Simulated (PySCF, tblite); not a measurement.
**C4H6F3O radical: geometry, infrared bands and EPR parameters**

Wanted: the infrared bands and EPR parameters of C4H6F3O radical (`C[C](F)OCC(F)F`), by calculation.

The runs use tblite 0.8.0 and PySCF 2.14.0, with density-fitted response routines of our own; the level of theory stands in each step. All values are computed, except where a source is named. Atoms are numbered from 0 throughout.

**1. Starting geometry**

14 atoms, charge 0, multiplicity 2; geometry from: force field or distance geometry start.

Bonds of the start (Å): C0–C1 1.53, C1–F2 1.38, C1–O3 1.40, O3–C4 1.38, C4–C5 1.52, C5–F6 1.39, C5–F7 1.37, C0–H8 1.12, C0–H9 1.09, C0–H10 1.12, C4–H11 1.12, C4–H12 1.10, C5–H13 1.10.

**2. Optimising the geometry with GFN2-xTB**

The job: settings as JSON, then the geometry in Å.

```
{"job": {"kind": "relax", "xc": "GFN2-xTB", "basis": "xTB"}, "charge": 0, "multiplicity": 2}
C      2.119600     0.158700     0.795900
C      0.831900    -0.369900     0.157800
F      1.117600    -1.125100    -0.965300
O      0.142600     0.775900    -0.254300
C     -1.039600     0.465700    -0.897000
C     -1.851700    -0.314300     0.129200
F     -1.128600    -1.449600     0.485400
F     -3.017600    -0.677600    -0.500500
H      2.401000    -0.518700     1.644800
H      2.934800     0.235700     0.072500
H      1.958800     1.188300     1.194700
H     -1.542000     1.443600    -1.097100
H     -0.920000    -0.087400    -1.837100
H     -2.007500     0.274400     1.048900
```

Command:

```bash
> OMP_NUM_THREADS=1 python probes_run.py task.json out
```

One launch serves the whole session: the jobs run in the order shown.

Log:

```text
step      E/eV     max force
  0    -810.73730    3.691
  1    -811.01544    2.009
  2    -811.15666    0.822
  3    -811.21099    0.639
  4    -811.25806    0.748
  5    -811.28840    0.607
  6    -811.31075    0.407
  7    -811.32854    0.339
  8    -811.34342    0.298
  9    -811.35454    0.223
 10    -811.36399    0.274
 11    -811.37299    0.268
 12    -811.38078    0.206
 13    -811.38535    0.162
 14    -811.38772    0.113
 15    -811.38975    0.129
 16    -811.39215    0.127
 17    -811.39467    0.115
 18    -811.39693    0.109
 19    -811.39885    0.098
 20    -811.40073    0.113
 21    -811.40267    0.112
 22    -811.40446    0.112
 23    -811.40609    0.094
 24    -811.40780    0.121
 25    -811.40965    0.126
 26    -811.41145    0.104
 27    -811.41312    0.096
 28    -811.41479    0.110
 29    -811.41656    0.098
 30    -811.41811    0.097
 31    -811.41904    0.074
 32    -811.41968    0.066
 33    -811.42026    0.066
 34    -811.42070    0.064
 35    -811.42110    0.048
 36    -811.42153    0.048
 37    -811.42198    0.060
 38    -811.42247    0.063
 39    -811.42298    0.056
 40    -811.42355    0.057
 41    -811.42425    0.069
 42    -811.42501    0.064
 43    -811.42558    0.041
 44    -811.42582    0.030
 45    -811.42591    0.025
 46    -811.42598    0.019
 47    -811.42605    0.019
 48    -811.42612    0.019
 49    -811.42618    0.021
 50    -811.42625    0.022
 51    -811.42637    0.028
 52    -811.42657    0.040
 53    -811.42688    0.049
 54    -811.42733    0.060
 55    -811.42790    0.071
 56    -811.42861    0.068
 57    -811.42954    0.089
 58    -811.43051    0.112
 59    -811.43158    0.119
 60    -811.43291    0.081
 61    -811.43371    0.138
 62    -811.43449    0.100
 63    -811.43512    0.055
 64    -811.43534    0.040
 65    -811.43556    0.027
 66    -811.43575    0.037
 67    -811.43589    0.032
 68    -811.43602    0.020
 69    -811.43606    0.025
 70    -811.43611    0.013
 71    -811.43615    0.009
```

It took 0.29 s on 1 thread of Arm Neoverse V2, shared host.

Step by step: (not every step is listed)

| step | energy from step 0 (eV) | largest force (eV/Å) |
| --- | --- | --- |
| 0 | 0.0000 | 3.6906 |
| 1 | -0.2781 | 2.0089 |
| 2 | -0.4194 | 0.8217 |
| 3 | -0.4737 | 0.6394 |
| 4 | -0.5208 | 0.7483 |
| 5 | -0.5511 | 0.6071 |
| 6 | -0.5734 | 0.4070 |
| 7 | -0.5912 | 0.3393 |
| 8 | -0.6061 | 0.2979 |
| 13 | -0.6481 | 0.1616 |
| 18 | -0.6596 | 0.1085 |
| 23 | -0.6688 | 0.0945 |
| 28 | -0.6775 | 0.1104 |
| 33 | -0.6830 | 0.0660 |
| 38 | -0.6852 | 0.0629 |
| 43 | -0.6883 | 0.0407 |
| 48 | -0.6888 | 0.0193 |
| 53 | -0.6896 | 0.0486 |
| 58 | -0.6932 | 0.1124 |
| 63 | -0.6978 | 0.0552 |
| 66 | -0.6984 | 0.0367 |
| 67 | -0.6986 | 0.0320 |
| 68 | -0.6987 | 0.0203 |
| 69 | -0.6988 | 0.0249 |
| 70 | -0.6988 | 0.0126 |
| 71 | -0.6988 | 0.0090 |

Distances of close pairs at the start and the end, largest changes first:

| bond | before (Å) | after (Å) | change (Å) |
| --- | --- | --- | --- |
| C0–C1 | 1.531 | 1.482 | -0.049 |
| C5–F6 | 1.392 | 1.351 | -0.041 |
| C0–H8 | 1.122 | 1.088 | -0.034 |
| C1–O3 | 1.399 | 1.366 | -0.034 |
| C0–H10 | 1.116 | 1.085 | -0.031 |
| O3–C4 | 1.381 | 1.407 | +0.026 |
| C4–H11 | 1.117 | 1.092 | -0.025 |
| C5–F7 | 1.374 | 1.353 | -0.021 |

The final coordinates are the input of the step that follows.

**3. Harmonic vibrations with GFN2-xTB**

The job: settings as JSON, then the geometry in Å.

```
{"job": {"kind": "ir", "xc": "GFN2-xTB", "basis": "xTB"}, "charge": 0, "multiplicity": 2}
C      2.245904     0.255418     0.821865
C      1.050216    -0.195999     0.070742
F      1.281652    -1.131459    -0.898081
O      0.147320     0.759803    -0.298274
C     -1.038602     0.314617    -0.911075
C     -2.003174    -0.291592     0.117942
F     -1.777869    -1.612727     0.288278
F     -3.279842    -0.174928    -0.313813
H      2.706963    -0.597135     1.316031
H      2.993533     0.709740     0.162436
H      1.940990     0.988797     1.561320
H     -1.508515     1.200432    -1.344164
H     -0.837753    -0.423731    -1.696009
H     -1.921500     0.198292     1.100637
```

Log:

```text
mode    cm-1     km/mol
  1      24.2      1.25
  2      43.2      1.22
  3      59.3      1.11
  4      88.4      0.14
  5     218.5      9.77
  6     268.9     11.68
  7     298.4      2.29
  8     377.6      5.27
  9     422.7     24.20
 10     458.2     20.77
 11     510.3      2.12
 12     580.5      5.77
 13     831.8      6.79
 14     899.5     13.62
 15     946.0     48.87
 16    1015.6     52.76
 17    1040.1     24.43
 18    1076.1     63.38
 19    1086.5    145.16
 20    1098.5     77.42
 21    1162.7    116.37
 22    1219.7     83.98
 23    1241.6     27.45
 24    1268.6     22.17
 25    1285.4    168.64
 26    1320.7     31.16
 27    1379.8     29.21
 28    1424.5      8.79
 29    1437.7      6.68
 30    1450.1      4.40
 31    2899.7     20.32
 32    2910.5     14.80
 33    2947.2     11.35
 34    2994.2      3.45
 35    3030.7      5.43
 36    3068.3      7.85
```

Wall time 0.27 s (1 thread of Arm Neoverse V2, shared host).

The strongest bands and the atoms that carry them (share of the mass-weighted mode):

| cm⁻¹ | km/mol | atoms |
| --- | --- | --- |
| 946 | 48.9 | H10 22 %, H8 20 %, C0 13 % |
| 1016 | 52.8 | C5 44 %, C4 28 %, F7 11 % |
| 1076 | 63.4 | C5 21 %, C4 18 %, O3 15 % |
| 1086 | 145.2 | C4 28 %, O3 27 %, C5 22 % |
| 1098 | 77.4 | C5 43 %, F6 19 %, H13 18 % |
| 1163 | 116.4 | C1 45 %, H11 13 % |
| 1220 | 84.0 | H12 39 %, H11 14 %, H13 14 %, C1 12 % |
| 1285 | 168.6 | C1 39 %, H13 18 %, O3 14 % |

**4. EPR parameters: B3LYP/pcH-1**

Same as in step 3 but for these lines:

```diff
@@ -1,2 +1,2 @@
-{"job": {"kind": "ir", "xc": "GFN2-xTB", "basis": "xTB"}, "charge": 0, "multiplicity": 2}
+{"job": {"kind": "epr", "basis": "pcH-1"}, "charge": 0, "multiplicity": 2}
 C      2.245904     0.255418     0.821865
```

Method: UKS B3LYP, pcH-1 on C F H O, non-relativistic, mean-field spin-orbit, GIAO.

Log:

```text
UKS, coarse grid
  cycle   1  E = -530.59936020  |g| = 7.00e-01
  cycle   2  E = -530.39209661  |g| = 1.09e+00
  cycle   3  E = -530.75264805  |g| = 6.88e-02
  cycle   4  E = -530.75401384  |g| = 3.90e-02
  cycle   5  E = -530.75461048  |g| = 1.10e-02
  cycle   6  E = -530.75464362  |g| = 4.85e-03
  cycle   7  E = -530.75465337  |g| = 1.11e-03
  cycle   8  E = -530.75465427  |g| = 6.62e-04
UKS, final grid
  cycle   1  E = -530.75466666  |g| = 9.39e-04
  cycle   2  E = -530.75466631  |g| = 1.48e-03
  cycle   3  E = -530.75466691  |g| = 7.14e-05
  cycle   4  E = -530.75466692  |g| = 2.69e-05
E = -530.75466692 Eh   <S^2> = 0.7526 (exact 0.7500)
g shifts (ppm)      1          2          3
  rmc          -232       -232       -232
  gc              2         75         74
  oz_so        -168       1637       2360
  total        -399       1479       2202
hyperfine (MHz)  atom isotope    a_iso     a_fc   dipolar eigenvalues
    0   13C      13.77      13.77     -3.66     -2.59      6.24
    1   13C     322.40     322.40    -79.07    -77.07    156.14
    2   19F     257.50     257.50   -210.39   -183.50    393.89
    3   17O     -11.94     -11.94    -50.72     24.02     26.70
    4   13C       9.77       9.77     -2.05     -1.23      3.29
    5   13C       5.47       5.47     -1.59     -0.32      1.91
    6   19F      34.51      34.51    -11.89    -11.17     23.06
    7   19F       2.47       2.47     -2.94     -1.55      4.48
    8    1H      36.69      36.69     -6.37     -5.24     11.61
    9    1H     104.55     104.55     -4.62     -2.75      7.37
   10    1H       3.99       3.99     -5.92     -4.79     10.72
   11    1H      -2.31      -2.31     -2.99     -2.54      5.54
   12    1H       4.28       4.28     -4.01     -3.15      7.16
   13    1H      -0.17      -0.17     -2.66     -2.62      5.28
```

Wall time 46 s (1 thread of Arm Neoverse V2, shared host); peak memory 1 GiB.

Principal g values 2.00192, 2.00380, 2.00452; g(iso) = 2.00341, against 2.00232 for a free electron.

Hyperfine couplings; where a row names several nuclei, a(iso) is their mean (it holds for fast rotation or exchange) and the dipolar term the largest among them:

| nuclei | isotope | a(iso) (MHz) | a(iso) (G, at g = 2.0023) | largest dipolar term (MHz) |
| --- | --- | --- | --- | --- |
| C1 | 13C | 322.4 | 115.0 | 156.1 |
| F2 | 19F | 257.5 | 91.9 | 393.9 |
| H8, H9, H10 | 1H | 48.4 | 17.3 | 11.6 |
| F6, F7 | 19F | 18.5 | 6.6 | 23.1 |
| C0 | 13C | 13.8 | 4.9 | 6.2 |
| O3 | 17O | -11.9 | -4.3 | -50.7 |
| C4 | 13C | 9.8 | 3.5 | 3.3 |
| C5 | 13C | 5.5 | 2.0 | 1.9 |
| H11, H12 | 1H | 1.0 | 0.4 | 7.2 |
| H13 | 1H | -0.2 | -0.1 | 5.3 |

Mulliken spin populations:

C0 -0.05; C1 0.83; F2 0.05; O3 0.08; C4 -0.01; C5 0.01; F6 0.00; F7 0.00; H8 0.01; H9 0.07; H10 0.00; H11 0.00; H12 0.00; H13 0.00

In first order the couplings over 0.8 MHz of 19F, 1H give 72 distinct lines over 157.6 G, if the averaged nuclei exchange fast.

The fields below are evaluated on a grid from the run's orbitals.

ELF in a plane through or near 5 of the atoms.

Values, 10 rows by 14 columns:
```
0.00 0.00 0.00 0.00 0.00 0.00 0.00 0.00 0.00 0.00 0.00 0.00 0.00 0.00
0.00 0.00 0.00 0.00 0.00 0.00 0.00 0.00 0.01 0.02 0.00 0.00 0.00 0.00
0.00 0.00 0.00 0.03 0.05 0.01 0.00 0.01 0.75 0.75 0.01 0.00 0.00 0.00
0.00 0.00 0.03 0.21 0.39 0.07 0.10 0.01 0.91 0.95 0.10 0.46 0.04 0.00
0.00 0.00 0.05 0.53 0.30 0.56 0.52 0.09 0.41 0.37 0.76 0.83 0.15 0.00
0.00 0.00 0.26 0.92 0.55 0.87 0.77 0.63 0.53 0.82 0.54 0.78 0.08 0.00
0.00 0.00 0.52 0.99 0.62 0.17 0.34 0.37 0.52 0.42 0.01 0.06 0.00 0.00
0.00 0.00 0.02 0.20 0.02 0.00 0.01 0.03 0.59 0.21 0.02 0.00 0.00 0.00
0.00 0.00 0.00 0.00 0.00 0.00 0.00 0.01 0.08 0.03 0.00 0.00 0.00 0.00
0.00 0.00 0.00 0.00 0.00 0.00 0.00 0.00 0.00 0.00 0.00 0.00 0.00 0.00
```
The map spans 11.7 Å across and 8.1 Å up, centred on the molecule. Atoms in the plane (x, y in Å): C0 (-2.4, 0.3), C4 (1.2, -0.7), C5 (1.9, 0.6), F7 (3.3, 0.4), H9 (-3.0, -0.6).

log10 of the density (e/Å³) in the same plane.

Values, 10 rows by 14 columns:
```
-4.0 -4.0 -4.0 -4.0 -4.0 -4.0 -4.0 -4.0 -4.0 -4.0 -4.0 -4.0 -4.0 -4.0
-4.0 -4.0 -4.0 -3.8 -3.6 -3.9 -4.0 -3.6 -3.0 -2.9 -3.4 -4.0 -4.0 -4.0
-4.0 -4.0 -3.2 -2.4 -2.1 -2.4 -2.8 -2.6 -1.5 -1.3 -2.2 -2.7 -4.0 -4.0
-4.0 -3.7 -2.4 -1.3 -0.9 -1.4 -1.8 -1.9 -0.6 -0.2 -0.9 -1.0 -2.3 -4.0
-4.0 -3.3 -1.9 -0.5  0.3 -0.3 -0.5 -1.0 -0.4  1.3  0.6  0.6 -1.4 -3.9
-4.0 -3.1 -1.6 -0.2  0.2  0.1  0.3  0.1  0.2  0.0 -0.2 -0.2 -1.7 -4.0
-4.0 -3.3 -1.9 -0.8 -0.9 -0.9 -0.5 -0.3  0.3 -0.4 -1.7 -2.0 -3.3 -4.0
-4.0 -3.9 -2.9 -2.2 -2.3 -2.2 -1.8 -1.6 -0.9 -1.3 -2.4 -3.7 -4.0 -4.0
-4.0 -4.0 -3.9 -3.5 -3.6 -3.6 -3.3 -2.6 -2.1 -2.4 -3.2 -4.0 -4.0 -4.0
-4.0 -4.0 -4.0 -4.0 -4.0 -4.0 -4.0 -4.0 -3.6 -3.8 -4.0 -4.0 -4.0 -4.0
```
The map spans 11.7 Å across and 8.1 Å up, centred on the molecule. Atoms in the plane (x, y in Å): C0 (-2.4, 0.3), C4 (1.2, -0.7), C5 (1.9, 0.6), F7 (3.3, 0.4), H9 (-3.0, -0.6).

On the surface of density 0.002 e/bohr³ the electrostatic potential runs, from the 1st to the 99th percentile, from -0.86 V near F2 to 1.20 V near H13.

The spin density lies nearest to C1 66 %; O3 12 %; F2 9 %.

**5. Results**

| quantity | value |
| --- | --- |
| strongest single infrared mode (GFN2-xTB) | 1285 cm⁻¹, 169 km/mol |
| zero-point energy (GFN2-xTB) | 60.6 kcal/mol |
| g(iso) (B3LYP) | 2.00341 |
| ⟨S²⟩ | 0.753 (exact 0.75) |
| largest a(iso) (averaged by class) | 13C on C1, 322.4 MHz |
| surface potential, 1st and 99th percentile | -0.86 V and 1.20 V |

What this shows: Over 71 steps the energy fell by 0.699 eV; of the close pairs, C0–C1 changed most, 1.531 to 1.482 Å. No mode is imaginary among the 36: a minimum at this level. The strongest single mode, at 1285 cm⁻¹, has its largest shares on C1, H13 and O3 (the list is cut at 3 atoms). Unscaled tight-binding wavenumbers are off by several per cent, some by more. Its intensities can rank the bands wrongly. Most of the unpaired spin sits on C1 (0.83 e). The isotropic g lies 1.1 ppt above the free-electron value.
